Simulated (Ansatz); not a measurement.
# NbAs: further runs on the relaxed cell

Aim: for NbAs, fit an equation of state.

Method: DFT r2SCAN, scalar-relativistic, plane waves, PAW, in Ansatz 0.2.0.

1 further run of the same task is left out (set aside as unsound or not needed).

### Step 1. The starting structure

Symmetry: I4_1md, No. 109, tetragonal system. The conventional cell has a = 3.458 Å, b = 3.458 Å, c = 11.768 Å, α = 90.00°, β = 90.00°, γ = 90.00°. Nb (site symmetry 2mm) has 6 As at 2.62 to 2.63 Å as nearest neighbours. As (site symmetry 2mm) has 6 Nb at 2.62 to 2.63 Å as nearest neighbours.

Structure file:

```xyz
4
Lattice="-1.7288 1.7288 5.8842 1.7288 -1.7288 5.8842 1.7288 1.7288 -5.8842" Properties=species:S:1:pos:R:3 pbc="T T T"
Nb    0.0000    0.0000   -0.0101
Nb    0.0000    1.7288    2.9320
As    0.0000    0.0000    4.9057
As    1.7288    0.0000    1.9636
```

This cell was relaxed beforehand with the same method: volume 17.59 Å³/atom, gap on the mesh none (metal).

### Step 2. Volume × 0.97

File input.yaml:

```yaml
crystal:
  lattice:
    - [-1.7112957115, 1.7112957115, 5.8247409475]
    - [1.7112957115, -1.7112957115, 5.8247409475]
    - [1.7112957115, 1.7112957115, -5.8247409475]
  atoms:
    - { symbol: Nb, position: [-0.0008583409, -0.0008583409, 0.0] }
    - { symbol: Nb, position: [0.7491416591, 0.2491416591, 0.5] }
    - { symbol: As, position: [0.4168583409, 0.4168583409, 0.0] }
    - { symbol: As, position: [0.1668583409, 0.6668583409, 0.5] }
basis:
  ecutwfc: 500
kpoints:
  mp_grid: { grid: [18, 18, 18] }
hamiltonian:
  xc: r2scan
scf:
  occupations: { method: gaussian, width: 0.1 }
output:
  forces: true
  stress: true
  eigenvalues: true
relax:
  adjacent_minimum: "off"
  f_tol: 0.01
  max_steps: 30
  cell: { stress_tol: 0.1, fix: [volume] }
```

Launch:

```sh
$ ansatz run input.yaml --threads 2 --pin off --max-ram 5120MiB --backend cpu --events-out ev --progress --plain --runs-dir out
```

### Step 3. The cell scaled to 1.03 of its volume

input.yaml: that of step 2 with these lines changed.

```diff
@@ -2,5 +2,5 @@
   lattice:
-    - [-1.7112957115, 1.7112957115, 5.8247409475]
-    - [1.7112957115, -1.7112957115, 5.8247409475]
-    - [1.7112957115, 1.7112957115, -5.8247409475]
+    - [-1.745876659, 1.745876659, 5.9424441938]
+    - [1.745876659, -1.745876659, 5.9424441938]
+    - [1.745876659, 1.745876659, -5.9424441938]
   atoms:
```

### Step 4. Point at V/V0 = 0.94

File input.yaml:

```yaml
crystal:
  lattice:
    - [-1.6968358992, 1.6968358992, 5.74120654]
    - [1.6968358992, -1.6968358992, 5.74120654]
    - [1.6968358992, 1.6968358992, -5.74120654]
  atoms:
    - { symbol: Nb, position: [-0.0010843651, -0.0010843651, 0.0] }
    - { symbol: Nb, position: [0.7489156349, 0.2489156349, 0.5] }
    - { symbol: As, position: [0.4170843651, 0.4170843651, 0.0] }
    - { symbol: As, position: [0.1670843651, 0.6670843651, 0.5] }
basis:
  ecutwfc: 500
kpoints:
  mp_grid: { grid: [18, 18, 18] }
hamiltonian:
  xc: r2scan
scf:
  occupations: { method: gaussian, width: 0.1 }
output:
  forces: true
  stress: true
  eigenvalues: true
relax:
  adjacent_minimum: "off"
  f_tol: 0.01
  max_steps: 30
  cell: { stress_tol: 0.1, fix: [volume] }
```

### Step 5. The cell scaled to 1.06 of its volume

File input.yaml:

```yaml
crystal:
  lattice:
    - [-1.7598627969, 1.7598627969, 6.0187076571]
    - [1.7598627969, -1.7598627969, 6.0187076571]
    - [1.7598627969, 1.7598627969, -6.0187076571]
  atoms:
    - { symbol: Nb, position: [-0.0007126224, -0.0007126224, 0.0] }
    - { symbol: Nb, position: [0.7492873776, 0.2492873776, 0.5] }
    - { symbol: As, position: [0.4167126224, 0.4167126224, 0.0] }
    - { symbol: As, position: [0.1667126224, 0.6667126224, 0.5] }
basis:
  ecutwfc: 500
kpoints:
  mp_grid: { grid: [18, 18, 18] }
hamiltonian:
  xc: r2scan
scf:
  occupations: { method: gaussian, width: 0.1 }
output:
  forces: true
  stress: true
  eigenvalues: true
relax:
  adjacent_minimum: "off"
  f_tol: 0.01
  max_steps: 30
  cell: { stress_tol: 0.1, fix: [volume] }
```

### Step 6. Point at V/V0 = 0.91

File input.yaml:

```yaml
crystal:
  lattice:
    - [-1.6820487301, 1.6820487301, 5.6561282755]
    - [1.6820487301, -1.6820487301, 5.6561282755]
    - [1.6820487301, 1.6820487301, -5.6561282755]
  atoms:
    - { symbol: Nb, position: [-0.0013222493, -0.0013222493, 0.0] }
    - { symbol: Nb, position: [0.7486777507, 0.2486777507, 0.5] }
    - { symbol: As, position: [0.4173222493, 0.4173222493, 0.0] }
    - { symbol: As, position: [0.1673222493, 0.6673222493, 0.5] }
basis:
  ecutwfc: 500
kpoints:
  mp_grid: { grid: [18, 18, 18] }
hamiltonian:
  xc: r2scan
scf:
  occupations: { method: gaussian, width: 0.1 }
output:
  forces: true
  stress: true
  eigenvalues: true
relax:
  adjacent_minimum: "off"
  f_tol: 0.01
  max_steps: 30
  cell: { stress_tol: 0.1, fix: [volume] }
```

(Steps that only read results are left out.)

What does the calculation give? Wanted: equilibrium volume of the fit; bulk modulus.

As calculated:

| quantity | value |
| --- | --- |
| equilibrium volume of the fit | 17.59 Å³/atom |
| bulk modulus | 170 GPa |
| its pressure derivative | 4.2 |

What this shows: The fit puts the minimum at 17.59 Å³/atom with B = 170 GPa and B' = 4.2.
